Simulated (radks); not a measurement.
**Nb⁺ in [Kr] 4d3.5 5d0.5: an all-electron calculation**

An exercise on one series of results from a longer session: the logs are not shown, and one member is left open.

Method: Dirac Kohn-Sham, PBE, spin-unpolarised, spherical densities, finite nucleus; open shells fill j = l - 1/2 first. Code: radks (a radial shooting solver on a logarithmic mesh, Libxc functionals) version 1.

### The atom as given

- element: niobium (Z = 41)
- charge: +1
- electrons: 40
- configuration: [Kr] 4d3.5 5d0.5
- nuclear rms radius: 4.324 fm

The first run:

Settings of this run:

```text
Z 41
configuration [Kr] 4d3.5 5d0.5
relativity Dirac
functional pbe,pbe
spin unpolarised
j_filling energy
nucleus finite rms 4.324 fm
c 137.035999084
```

Run with:

```console
python run_ks.py task.json out
```

All runs below come from this command, one after another.

Steps of the session up to this table: Self-consistent calculation.

One of the session's tables, all rows but one given; the rest of the session is left out.

It belongs to the step «Orbitals and density». Radial moments (bohr):

| level | <r> | outermost maximum (interpolated) | 90 % within | nodes |
| --- | --- | --- | --- | --- |
| 1s1/2 | 0.03609 | 0.0235 | 0.0646 | 0 |
| 2s1/2 | 0.1577 | 0.133 | 0.244 | 1 |
| 2p1/2 | 0.1346 | 0.104 | 0.220 | 0 |
| 2p3/2 | 0.1391 | 0.108 | 0.226 | 0 |
| 3s1/2 | 0.4430 | 0.396 | 0.655 | 2 |
| 3p1/2 | 0.4386 | 0.383 | 0.664 | 1 |
| 3p3/2 | 0.4491 | 0.392 | 0.679 | 1 |
| 3d3/2 | 0.4310 | 0.333 | 0.691 | 0 |
| 3d5/2 | 0.4345 | 0.336 | 0.696 | 0 |
| 4s1/2 | 1.159 | 1.03 | 1.69 | 3 |
| 4p1/2 | 1.279 | 1.11 | 1.90 | 2 |
| 4p3/2 | 1.309 | 1.13 | 1.95 | 2 |
| 4d3/2 | 1.950 | 1.46 | 3.13 | 1 |
| 4d5/2 | 1.970 | 1.48 | 3.16 | 1 |
| 5d3/2 | 7.314 | 6.70 | 10.6 | 2 |
| 5d5/2 | ? | ? | ? | ? |

Q: Estimate the row for 5d5/2 from the others.

As computed: <r>: 7.342; outermost maximum (interpolated): 6.73; 90 % within: 10.6; nodes: 2. In the column «<r>» it is the highest.
